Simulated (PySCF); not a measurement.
# C3H10OSi: the cost of one run

Programs: PySCF 2.14.0, with density-fitted response routines of our own. Each step states its level of theory. These are calculated values for one molecule in the gas phase, unless marked as measured. Atoms are numbered from 0 throughout.

## Step 1: The starting structure

15 atoms, charge 0, multiplicity 1; geometry from: PBE0-D3(BJ)/def2-SVP.

Bonds of the start (Å): C0–Si1 1.88, Si1–C2 1.90, C2–C3 1.52, C3–O4 1.41, C0–H5 1.10, C0–H6 1.10, C0–H7 1.10, Si1–H8 1.50, Si1–H9 1.50, C2–H10 1.10, C2–H11 1.11, C3–H12 1.11, C3–H13 1.10, O4–H14 0.96.

## Step 2: TDDFT and polarisability: PBE0/def2-SVP

Job settings and geometry (Å):

```
{"job": {"kind": "uv", "xc": "PBE0", "basis": "def2-SVP"}, "charge": 0, "multiplicity": 1}
C      2.442557    -0.219447    -0.335931
Si     0.750384     0.601167    -0.417803
C     -0.606738    -0.668112    -0.043150
C     -2.000655    -0.181407    -0.420690
O     -2.251910     1.134339     0.004782
H      2.620962    -0.652197     0.661200
H      2.526869    -1.029382    -1.077318
H      3.244230     0.508087    -0.535552
H      0.709356     1.718925     0.576603
H      0.527391     1.172362    -1.783444
H     -0.377187    -1.609133    -0.572923
H     -0.559452    -0.913347     1.034463
H     -2.773150    -0.882037    -0.044010
H     -2.100272    -0.164631    -1.517772
H     -2.162253     1.161763     0.963541
```

Level: TDDFT PBE0/def2-SVP, vertical, gas phase, core orbitals frozen in the response.

Started as:

```
$ OMP_NUM_THREADS=1 python probes_run.py task.json out
```

This one command runs all jobs of the session in turn.

**Question.** How long does this first job take on 1 thread of Arm Neoverse V1, shared host, and how much memory does it need?

About 13 s, with a peak of 0.64 GiB.
